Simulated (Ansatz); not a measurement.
Relaxation of a periodic cell of 17 atoms, CuSi$_{16}$ (host Si, host structure diamond, interstitial Cu), cell charge +1, to a largest force component of 0.03 eV/Å in at most 60 steps.

The calculation used DFT PBEsol, scalar-relativistic, plane waves, PAW in Ansatz 0.2.0. Settings: PAW set soft_1, cutoff 420 eV, k mesh 2x2x2, gaussian smearing 0.02 eV, no spin polarisation.

```xyz
17
Lattice="0.0000 5.4300 5.4300 5.4300 0.0000 5.4300 5.4300 5.4300 0.0000" Properties=species:S:1:pos:R:3
Si 0.000 0.000 0.000
Si 1.357 1.357 1.357
Si 2.715 2.715 0.000
Si 4.072 4.072 1.357
Si 2.715 0.000 2.715
Si 4.072 1.357 4.072
Si 5.430 2.715 2.715
Si 6.787 4.072 4.072
Si 0.000 2.715 2.715
Si 1.357 4.072 4.072
Si 2.715 5.430 2.715
Si 4.072 6.787 4.072
Si 2.715 2.715 5.430
Si 4.072 4.072 6.787
Si 5.430 5.430 5.430
Si 6.787 6.787 6.787
Cu 2.765 2.729 2.702
```

Where does it end, and by what steps?

The run converged. Limits of this set-up: coarse k mesh, PAW files made for another functional, charged cell in a uniform background, uncorrected. After 8 steps the energy has fallen by 0.141 eV; Si4 moved furthest, 0.26 Å.

```tsv
step	energy less start (eV)	largest force component (eV/Å)	accepted
0	0.0000	0.562	yes
1	-0.0826	0.175	yes
2	-0.0930	0.116	yes
3	-0.1026	0.108	yes
4	-0.1153	0.202	yes
5	-0.1289	0.123	yes
6	-0.1376	0.064	yes
7	-0.1386	0.052	yes
8	-0.1409	0.021	yes
```

```xyz
17
Lattice="0.0000 5.4300 5.4300 5.4300 0.0000 5.4300 5.4300 5.4300 0.0000" Properties=species:S:1:pos:R:3
Si 0.139 0.144 -0.144
Si 1.364 1.357 1.424
Si 2.764 2.760 0.009
Si 4.227 4.223 1.207
Si 2.664 -0.074 2.766
Si 4.001 1.363 4.067
Si 5.421 2.760 2.670
Si 6.723 4.033 4.139
Si -0.064 2.660 2.770
Si 1.364 4.007 4.073
Si 2.764 5.421 2.670
Si 4.040 6.720 4.140
Si 2.664 2.664 5.504
Si 4.022 4.014 6.845
Si 5.371 5.366 5.493
Si 6.723 6.721 6.827
Cu 2.879 2.889 2.542
```

Whether the end is a true minimum wasn't checked by a vibrational analysis.

Run time: 39 s on 1 thread of Intel(R) Xeon(R) Platinum 8488C (Sapphire Rapids) (shared host), peak memory 0.63 GiB.
